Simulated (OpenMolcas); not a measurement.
# C3H5Ga (SMILES C#[C][GaH][CH3]) at 6 levels

Wanted: a comparison of 6 runs (B2PLYP/6-31G*, B3LYP/6-31G*, BHLYP/6-31G*, M06-2X/6-31G*, CCSD(T)/6-31G*) of C3H5Ga. 

The results are computed with OpenMolcas 26.06.

## (1) The molecule

The species is C3H5Ga (9 atoms), meant as a singlet with charge 0. As SMILES, `C#[C][GaH][CH3]`. Geometry: relaxed at PBE0-D4/def2-TZVP.

Bond lengths: C1–C2 1.210 Å, C2–Ga3 1.925 Å, Ga3–C4 1.958 Å, C1–H5 1.066 Å, Ga3–H6 1.564 Å, C4–H7 1.093 Å, C4–H8 1.090 Å, C4–H9 1.094 Å. Some angles: C1–C2–Ga3 179.3°, C2–Ga3–C4 117.4°, C2–C1–H5 179.8°, C2–Ga3–H6 117.1°, C4–Ga3–H6 125.5°, Ga3–C4–H7 109.9°, Ga3–C4–H8 112.6°, Ga3–C4–H9 109.4°, H7–C4–H8 109.1°, H7–C4–H9 106.9°.

## (2) The energy at B2PLYP/6-31G(d) (spherical functions) (run 1)

The input, mol.input:

```
* C3H5Ga Kohn-Sham DFT
>>> EXPORT MOLCAS_PRINT=2

&GATEWAY
 BasLib
 $CurrDir
 Coord
 9
 angstrom
 C        1.498700       0.816800      -2.138700
 C        0.950000       0.745200      -1.062800
 Ga       0.068800       0.611200       0.643700
 C       -1.036100      -0.972500       0.966400
 H        1.983700       0.883100      -3.086100
 H        0.292600       1.783100       1.655500
 H       -0.451400      -1.877200       0.782100
 H       -1.435200      -1.006300       1.980000
 H       -1.871000      -0.983500       0.260000
 Basis
 6-31Gs
 Group
 NoSym

&SEWARD
 GridInput
 Grid=UltraFine
 End of Grid

&SCF
 KSDFT
 B2PLYP_SCF
 Thresholds
 1e-10 1e-07 1e-07 1e-05
 PrOrbitals
 1 1

&MBPT2
 Frozen
 12
```

The basis set 6-31G* is read from a file made from the Basis Set Exchange's data (not shown).

Run with:

```bash
export MOLCAS_MEM=1860
pymolcas mol.input > mol.log
```

Log:

```text
--- Start Module: gateway ---
[...]
--- Stop Module: gateway /rc=_RC_ALL_IS_WELL_ ---
[...]
      Basis functions           84
[...]
--- Start Module: scf ---
[...]
       Convergence after  14 Iterations
[...]
::    Total KS-DFT energy                           -2041.1142852665
[...]
      Total spin, S                                     0.0000000000
[...]
      Total electronic charge=   54.000000
      Total            charge=   -0.000000
[...]
      Dipole Moment (debye):
      Origin of the operator (angstrom)=    0.1837    0.4364    0.1741
                   X= -2.9820E-01               Y= -5.5517E-01               Z= -8.3031E-02           Total=  6.3563E-01
      Quadrupole Moment (debye*angstrom):
[...]
--- Stop Module: scf /rc=_RC_ALL_IS_WELL_ ---
[...]
--- Start Module: mbpt2 ---
[...]
 ###    WARNING: MP2 implementation intended for RHF references only         ###
 ###############################################################################
MBPT2 WARNING: Reference function according to RunFile:KS-DFT
I'll assume you know what you're doing and continue
WARNING!
Default frozen orbitals as non valence orbitals is overwritten by user input.
Default values:  17
[...]
       Reference weight ( Cref**2 )         =        0.75173
::    Total MBPT2 energy                            -2041.8739513032
[...]
      Total MBPT2 calculations                           0.36      0.42
--- Stop Module: mbpt2 /rc=_RC_ALL_IS_WELL_ ---
[...]
```

Run time: 31 s. Hardware: 1 thread of AMD EPYC 7R43 (Zen 3), shared host; peak memory 0.46 GiB.

## (3) Energy and forces at B3LYP/6-31G(d) (spherical functions) (run 2)

The input, run.input:

```
>>> EXPORT MOLCAS_PRINT=2

&GATEWAY
  BasLib
  $CurrDir
  BasisSet
  C.6-31Gs....
  C1 1.498700 0.816800 -2.138700 angstrom
  C2 0.950000 0.745200 -1.062800 angstrom
  C4 -1.036100 -0.972500 0.966400 angstrom
  End of Basis
  BasisSet
  Ga.6-31Gs....
  Ga3 0.068800 0.611200 0.643700 angstrom
  End of Basis
  BasisSet
  H.6-31Gs....
  H5 1.983700 0.883100 -3.086100 angstrom
  H6 0.292600 1.783100 1.655500 angstrom
  H7 -0.451400 -1.877200 0.782100 angstrom
  H8 -1.435200 -1.006300 1.980000 angstrom
  H9 -1.871000 -0.983500 0.260000 angstrom
  End of Basis

&SEWARD
  GridInput
  Grid=UltraFine
  End of Grid

&SCF
  KSDFT
  B3LYP
  Thresholds
  1e-10 1e-07 1e-07 1e-05
  PrOrbitals
  1 2

&ALASKA
```

The basis set 6-31G* is read from a file made from the Basis Set Exchange's data (not shown).

Run with:

```bash
export MOLCAS_MEM=1860
pymolcas run.input > run.log
```

Log:

```text
--- Start Module: gateway ---
[...]
--- Stop Module: gateway /rc=_RC_ALL_IS_WELL_ ---
[...]
      Basis functions           84
[...]
--- Start Module: scf ---
[...]
       Convergence after  15 Iterations
[...]
::    Total KS-DFT energy                           -2041.8768780158
[...]
      Total spin, S                                     0.0000000000
[...]
      Total electronic charge=   54.000000
      Total            charge=   -0.000000
[...]
      Dipole Moment (debye):
      Origin of the operator (angstrom)=    0.1837    0.4364    0.1741
                   X= -3.2709E-01               Y= -6.2547E-01               Z= -1.1620E-01           Total=  7.1533E-01
      Quadrupole Moment (debye*angstrom):
[...]
--- Stop Module: scf /rc=_RC_ALL_IS_WELL_ ---
[...]
--- Start Module: alaska ---
[...]
 *              Molecular gradients               *
 **************************************************
  Irreducible representation: a
 ------------------------------------------------------------------------------------------
                              X                       Y                       Z
 ------------------------------------------------------------------------------------------
  C1               -7.20523332576395E-03   -9.18770137687042E-04    1.41697001410641E-02
  C2                6.91529416567249E-03    4.40555217124494E-04   -1.41456928050676E-02
  C4                1.84748920814748E-03    2.60066286491956E-03   -3.38481098691723E-04
  GA3              -1.32147014604556E-03   -7.01678215593304E-04    1.87568808594385E-03
  H5               -6.11732788581953E-04   -1.36112933201038E-04    1.12463286142628E-03
  H6               -6.38560122718568E-04   -2.59164044484095E-03   -1.93496037300633E-03
  H7               -1.25650838765168E-03    1.62375567652617E-03    1.12645775301123E-04
  H8                6.80264248970275E-04   -8.11039944766945E-05   -2.07323584216601E-03
[...]
--- Stop Module: alaska /rc=_RC_ALL_IS_WELL_ ---
[...]
```

Wall time 48 s (1 thread of AMD EPYC 7R43 (Zen 3), shared host); peak memory 0.46 GiB.

Runs 3 to 4 aren't shown in full; the table further down has their settings and results.

## (4) Energy and gradient at B3LYP/6-31G(d) (Cartesian functions) (run 5)

The input, job.input:

```
>>> EXPORT MOLCAS_PRINT=2

&GATEWAY
  BasLib = $CurrDir
  Coord
  9
  bohr
  C      2.83213254     1.54352830    -4.04155726
  C      1.79523982     1.40822391    -2.00840093
  Ga     0.13001316     1.15500061     1.21641671
  C     -1.95794524    -1.83775866     1.82623133
  H      3.74864971     1.66881714    -5.83188379
  H      0.55293386     3.36957065     3.12844160
  H     -0.85302237    -3.54739388     1.47795480
  H     -2.71213493    -1.90163140     3.74165773
  H     -3.53567758    -1.85854564     0.49132879
  Basis = 6-31Gs
  Group = NoSym

&SEWARD
  GridInput
  Grid=UltraFine
  End of Grid

&SCF
  KSDFT = B3LYP
  Thresholds = 1e-10 1e-07 1e-07 1e-05
  PrOrbitals = 1 2

&ALASKA
```

The basis set 6-31G* is read from a file made from the Basis Set Exchange's data (not shown).

Run with:

```bash
export MOLCAS_MEM=1860
pymolcas job.input > job.log
```

Log:

```text
--- Start Module: gateway ---
[...]
--- Stop Module: gateway /rc=_RC_ALL_IS_WELL_ ---
[...]
      Basis functions           90
[...]
--- Start Module: scf ---
[...]
       Convergence after  15 Iterations
[...]
::    Total KS-DFT energy                           -2041.8846608933
[...]
      Total spin, S                                     0.0000000000
[...]
      Total electronic charge=   54.000000
      Total            charge=   -0.000000
[...]
      Dipole Moment (debye):
      Origin of the operator (angstrom)=    0.1837    0.4364    0.1741
                   X= -3.1597E-01               Y= -6.2232E-01               Z= -1.3503E-01           Total=  7.1088E-01
      Quadrupole Moment (debye*angstrom):
[...]
--- Stop Module: scf /rc=_RC_ALL_IS_WELL_ ---
[...]
--- Start Module: alaska ---
[...]
 *              Molecular gradients               *
 **************************************************
  Irreducible representation: a
 ------------------------------------------------------------------------------------------
                              X                       Y                       Z
 ------------------------------------------------------------------------------------------
  C1               -6.89106664393435E-03   -9.67880153971423E-04    1.34461076403802E-02
  C2                6.77145411397007E-03    4.45506073477153E-04   -1.38534273503401E-02
  GA3              -1.42901422013408E-03   -1.23767026924071E-03    1.43247469955909E-03
  C4                1.25394416899915E-03    1.73726361388837E-03   -1.67999743307945E-04
  H5               -6.56563223839779E-04   -1.04289066842012E-04    1.26042584193353E-03
  H6               -4.11261097856719E-04   -1.61336601043960E-03   -1.17577190085516E-03
  H7               -1.08585909627013E-03    1.70767552918871E-03    3.04472428546143E-05
  H8                7.91583723523281E-04    1.08711835063113E-04   -2.06007502823269E-03
[...]
--- Stop Module: alaska /rc=_RC_ALL_IS_WELL_ ---
[...]
```

Run time: 49 s. Hardware: 1 thread of AMD EPYC 7R43 (Zen 3), shared host; peak memory 0.49 GiB.

## (5) A single-point energy at CCSD(T)/6-31G(d) (spherical functions) (run 6)

The input, job.input:

```
* C3H5Ga CCSD(T)
>>> EXPORT MOLCAS_PRINT=2

&GATEWAY
 BASLIB=$CurrDir
 COORD
 9
 angstrom
 C        1.498700       0.816800      -2.138700
 C        0.950000       0.745200      -1.062800
 Ga       0.068800       0.611200       0.643700
 C       -1.036100      -0.972500       0.966400
 H        1.983700       0.883100      -3.086100
 H        0.292600       1.783100       1.655500
 H       -0.451400      -1.877200       0.782100
 H       -1.435200      -1.006300       1.980000
 H       -1.871000      -0.983500       0.260000
 BASIS=6-31Gs
 GROUP=NoSym

&SEWARD

&SCF
 THRESHOLDS=1e-10 1e-07 1e-07 1e-05
 PRORBITALS=1 1

&RASSCF
 FILEORB=$Project.ScfOrb
 SPIN=1
 NACTEL=0 0 0
 INACTIVE=27
 RAS2=0
 OUTORBITALS=Canonical
 ORBLISTING=Nothing

&MOTRA
 JOBIPH
 FROZEN=12

&CCSDT
 CCT
 TRIPLES=2
 ITERATIONS=80
 ACCURACY=1e-08
 EXTRAPOLATION=5 4
```

The basis set 6-31G* is read from a file made from the Basis Set Exchange's data (not shown).

Run with:

```bash
export MOLCAS_MEM=1860
pymolcas job.input > job.log
```

Log:

```text
--- Start Module: gateway ---
[...]
--- Stop Module: gateway /rc=_RC_ALL_IS_WELL_ ---
[...]
      Basis functions           84
[...]
       Convergence after  16 Iterations
[...]
::    Total SCF energy                              -2039.4105183039
[...]
      Total spin, S                                     0.0000000000
[...]
      Number of active orbitals                  0
[...]
      Spin quantum number                      0.0
[...]
      Active orbitals                            0
[...]
      Number of CSFs                             1
[...]
      Number of root(s) required                 1
[...]
      Convergence after  4 iterations
[...]
      Natural orbitals and occupation numbers for root  1
      ************************************************************************************************************************
      *                                                    Final results                                                     *
      ************************************************************************************************************************
[...]
::    RASSCF root number  1 Total energy:  -2039.41051830
[...]
      Total electronic charge=   54.000000
      Total            charge=   -0.000000
[...]
      Dipole Moment (debye):
      Origin of the operator (angstrom)=    0.1837    0.4364    0.1741
                   X= -2.4829E-01               Y= -4.7911E-01               Z= -8.6000E-02           Total=  5.4644E-01
      Quadrupole Moment (debye*angstrom):
[...]
--- Start Module: motra ---
[...]
      *** WARNING: Default frozen orbitals is overwritten by user input.
      *** Default values:  17
[...]
--- Stop Module: motra /rc=_RC_ALL_IS_WELL_ ---
[...]
--- Start Module: ccsdt ---
[...]
      Convergence after                    14  Iterations
      Total energy (diff) :   -2040.03976476       0.00000001
[...]
 METHOD                       : CCSD+T(CCSD)+<T3(1)WT1> = CCSD(T)
[...]
       CCSD     =     -2040.0397647598929
[...]
--- Stop Module: ccsdt /rc=_RC_ALL_IS_WELL_ ---
[...]
```

It took 71 s on 1 thread of AMD EPYC 7R43 (Zen 3), shared host; peak memory 0.46 GiB.

## (6) Overview of the runs

| run | level | task | frozen core orbitals | energy (Eh) | dipole moment (D) of the reference | HOMO energy (eV) | LUMO energy (eV) | wall time |
| --- | --- | --- | --- | --- | --- | --- | --- | --- |
| 1 | B2PLYP/6-31G* (spherical functions) | energy | 12 | -2041.319395 | 0.64 | -8.44 | -0.39 | 31 s |
| 2 | B3LYP/6-31G* (spherical functions) | gradient | – | -2041.876878 | 0.72 | -7.19 | -1.68 | 48 s |
| 3 | BHLYP/6-31G* (spherical functions) | gradient | – | -2041.719794 | 0.64 | -8.51 | -0.67 | 43 s |
| 4 | M06-2X/6-31G* (spherical functions) | gradient | – | -2041.758361 | 0.63 | -8.69 | -0.94 | 55 s |
| 5 | B3LYP/6-31G* (Cartesian functions) | gradient | – | -2041.884661 | 0.71 | -7.19 | -1.68 | 49 s |
| 6 | CCSD(T)/6-31G* (spherical functions) | energy | 12 | -2040.060957 | 0.55 | -10.21 | 1.36 | 71 s |

## (7) Summary of results

```
                                           quantity           value
                                run 6: total energy  -2040.06096 Eh
          run 6: dipole moment (mean-field density)          0.55 D
         run 6: HOMO energy (Hartree–Fock orbitals)       -10.21 eV
         run 6: LUMO energy (Hartree–Fock orbitals)         1.36 eV
       run 6: HOMO–LUMO gap (Hartree–Fock orbitals)        11.57 eV
run 6: correlation energy (12 core orbitals frozen)      -650.4 mEh
                              run 6: (T) correction      -21.19 mEh
```

**Reading.** Over runs 1, 2, 3, 4, 5 the dipole moment (its size) runs from 0.63 D (M06-2X/6-31G*) to 0.72 D (B3LYP/6-31G*). Over runs 1, 2, 3, 4, 5 the HOMO–LUMO gap runs from 5.51 eV (B3LYP/6-31G*) to 8.05 eV (B2PLYP/6-31G*). A double hybrid's value is that of its SCF part. For B2PLYP the log adds the whole second-order term; the table takes 0.27 of it, as the functional is defined. Totals of different functionals can't be ranked against each other. All runs together took 5 min, the longest 71 s.
